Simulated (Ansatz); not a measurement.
# GeH(OAc)3 (C6H10GeO6): structure and electronic state

Aim: characterise GeH(OAc)3 (C6H10GeO6) as a singlet: its structure, frontier levels and distribution of charge.

The runs use Ansatz 0.2.0, Gaussian basis; RKS PBE0-D4/def2-TZVP.

Plan: relaxation at PBE-D4/def2-SVP; a single point at PBE0-D4/def2-TZVP.

### 1 Starting geometry

23 atoms, charge 0, spin multiplicity 1.

Atoms are counted from 1 here; the program's logs count them from 0.

Bond lengths: Ge1–H2 1.491 Å, Ge1–O3 1.814 Å, Ge1–O10 1.814 Å, Ge1–O17 1.814 Å, O3–C4 1.323 Å, C4–C5 1.497 Å, C4–O6 1.208 Å, C5–H7 1.085 Å, C5–H8 1.087 Å, C5–H9 1.088 Å, O10–C11 1.323 Å, C11–C12 1.497 Å, C11–O13 1.208 Å, C12–H14 1.086 Å, C12–H15 1.087 Å, C12–H16 1.088 Å, O17–C18 1.323 Å, C18–C19 1.497 Å and more. Angles: H2–Ge1–O3 118.1°, H2–Ge1–O10 117.9°, H2–Ge1–O17 118.0°, O3–Ge1–O10 99.8°, O3–Ge1–O17 99.6°, O10–Ge1–O17 99.9°, Ge1–O3–C4 111.9°, O3–C4–C5 113.9°, O3–C4–O6 120.8°, C5–C4–O6 125.2°, C4–C5–H7 110.0°, C4–C5–H8 109.5°, C4–C5–H9 108.7°, H7–C5–H8 110.6°, H7–C5–H9 109.9°, H8–C5–H9 108.1°, Ge1–O10–C11 111.8°, O10–C11–C12 114.0° and more.

The start is a GFN2-xTB geometry.

### 2 Relaxation at PBE-D4/def2-SVP

in.yaml reads:

```yaml
crystal:
  periodic: [false, false, false]
  atoms:
    - {symbol: Ge, position_ang: [0.000270, -0.007700, 0.720370]}
    - {symbol: H, position_ang: [0.010590, -0.029960, 2.210810]}
    - {symbol: O, position_ang: [1.593820, -0.017830, -0.146340]}
    - {symbol: C, position_ang: [2.387450, 0.955940, 0.268160]}
    - {symbol: C, position_ang: [3.698970, 1.018990, -0.451710]}
    - {symbol: O, position_ang: [2.044730, 1.696680, 1.158510]}
    - {symbol: H, position_ang: [4.252710, 1.898770, -0.139190]}
    - {symbol: H, position_ang: [3.523820, 1.038210, -1.524310]}
    - {symbol: H, position_ang: [4.267480, 0.120970, -0.218850]}
    - {symbol: O, position_ang: [-0.787590, 1.404210, -0.101220]}
    - {symbol: C, position_ang: [-2.031300, 1.583450, 0.313400]}
    - {symbol: C, position_ang: [-2.744250, 2.708470, -0.370220]}
    - {symbol: O, position_ang: [-2.502390, 0.882770, 1.177160]}
    - {symbol: H, position_ang: [-3.778310, 2.746360, -0.042140]}
    - {symbol: H, position_ang: [-2.690600, 2.570530, -1.447090]}
    - {symbol: H, position_ang: [-2.241320, 3.641360, -0.124660]}
    - {symbol: O, position_ang: [-0.824230, -1.372260, -0.145430]}
    - {symbol: C, position_ang: [-0.352600, -2.548140, 0.235190]}
    - {symbol: C, position_ang: [-0.959020, -3.711120, -0.487050]}
    - {symbol: O, position_ang: [0.486190, -2.627340, 1.101150]}
    - {symbol: H, position_ang: [-0.445530, -4.627040, -0.211970]}
    - {symbol: H, position_ang: [-0.898590, -3.545280, -1.559630]}
    - {symbol: H, position_ang: [-2.010300, -3.780030, -0.214940]}
basis:
  gaussian: {orbitals: def2-SVP}
hamiltonian: {xc: pbe, dispersion: d4}
scf: {lower_state_search: "off"}
output: {orbitals: {seedname: orbitals}}
relax: {f_tol: 0.03, max_steps: 70}
```

Launch:

```
$ ansatz run in.yaml --threads 2 --pin off --events-out ev --progress --plain --max-ram 22528MiB --backend cuda --devices 0, --max-vram 18GiB
```

After this run come: Single point, PBE0-D4/def2-TZVP.

Q: Predict the results of all the runs planned. Wanted: point group; commonest bond, hydrogen aside; HOMO, LUMO at PBE0-D4/def2-TZVP; dipole at PBE-D4/def2-SVP.

The runs gave:

| quantity | value |
| --- | --- |
| point group | C3 |
| commonest bond, hydrogen aside | C–O, 6 of mean length 1.286 Å |
| HOMO, LUMO at PBE0-D4/def2-TZVP | -8.25, -0.15 eV |
| dipole at PBE-D4/def2-SVP | 2.38 D |

**Reading.** The molecule keeps its bonding pattern by the stored test; the atoms moved 0.10 Å (rms). No usable vibrations, so a minimum isn't proven. The point group is read from a loosely relaxed geometry; soft torsions can leave it below the true symmetry.
